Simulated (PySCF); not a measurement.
# C2HCl2F3 (1,1-Dichloro-2,2,2-Trifluoroethane): the cost of one run

Computed with PySCF 2.14.0, with density-fitted response routines of our own, on a single molecule, in the gas phase or a continuum. Atoms count from 0, in the outputs and in this text.

## (1) The starting structure

8 atoms, charge 0, multiplicity 1; geometry from: GFN2-xTB. The atoms were then displaced at random by about 0.01 Å, so the start is not that level's minimum.

Bonds of the start (Å): F0–C1 1.33, C1–F2 1.35, C1–F3 1.32, C1–C4 1.53, C4–Cl5 1.79, C4–Cl6 1.78, C4–H7 1.10.

## (2) Geometry optimisation at PBE0-D3(BJ)/def2-TZVP

The job: settings as JSON, then the geometry in Å.

```
{"job": {"xc": "PBE0", "basis": "def2-TZVP", "d3": "d3bj", "grid": 2, "shake": 0.01, "kind": "geom"}, "charge": 0, "multiplicity": 1}
F     -1.241790    -0.357170     1.136930
C     -0.765520    -0.124370    -0.080050
F     -1.432890     0.916390    -0.617060
F     -1.023970    -1.182390    -0.832330
C      0.748620     0.127470    -0.074520
Cl     1.077070     1.589300     0.898300
Cl     1.576320    -1.291490     0.607880
H      1.117290     0.303110    -1.091610
```

Launch:

```bash
> OMP_NUM_THREADS=1 python probes_run.py task.json out
```

This one command runs all jobs of the session in turn.

Q: Estimate the wall time and peak memory of this first job on 1 thread of Intel Xeon Platinum 8375C at 2.90GHz, shared host.

About 3 min, with a peak of 0.89 GiB.
